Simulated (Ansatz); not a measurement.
**LaP: a single-point run**

The task is a single-point run on LaP. The structure is shown as the input types it. The cell is built on a prototype (zincblende) and needn't be the phase found in nature.

Computed with Ansatz 0.2.0 (density functional or hybrid calculation with the settings of its input, plane waves (as first typed), unless a step's input says otherwise).

4 further runs of the same task are left out: 1 for a known fault of the program, 3 that didn't finish.

### 1 The structure to begin with

Symmetry: F-43m, No. 216, cubic system. Conventional cell: a = 6.633 Å, b = 6.633 Å, c = 6.633 Å, α = 90.00°, β = 90.00°, γ = 90.00°. Around La (site symmetry -43m) lie 4 P at 2.87 Å. Around P (site symmetry -43m) lie 4 La at 2.87 Å.

Coordinates:

```
La P
1.0
     0.00000    3.31641    3.31641
     3.31641    0.00000    3.31641
     3.31641    3.31641    0.00000
La P
1 1
Direct
  0.00000 0.00000 0.00000
  0.25000 0.25000 0.25000
```

### 2 The calculation

File input.yaml:

```yaml
crystal:
  lattice:
    - [0.0, 3.3164090019, 3.3164090019]
    - [3.3164090019, 0.0, 3.3164090019]
    - [3.3164090019, 3.3164090019, 0.0]
  atoms:
    - { symbol: La, position: [0.0, 0.0, 0.0] }
    - { symbol: P, position: [0.25, 0.25, 0.25] }
kpoints:
  mp_grid: { grid: [4, 4, 4] }
hamiltonian:
  xc: pbesol
scf:
  occupations: { method: fixed }
  n_extra_bands: 4
  max_iter: 51
output:
  forces: true
  stress: true
  eigenvalues: true
basis:
  ecutwfc: 160
```

Run with:

```console
> ansatz run input.yaml --threads 4 --pin off --max-ram 3686MiB --backend cpu --events-out ev --progress --plain --runs-dir out
```

**Question.** How will this run end, and is anything wrong with its input?

The program finished normally, with warnings (cutoff below recommended). Its log warns: «basis.ecutwfc = 160 eV is below the records' recommended 420 eV ...»

Look at the input: basis.ecutwfc is 160. The cutoff lies far under what these potentials need. The potentials' recommended cutoff is 420 eV.

To check: delete basis.ecutwfc (the default then holds).
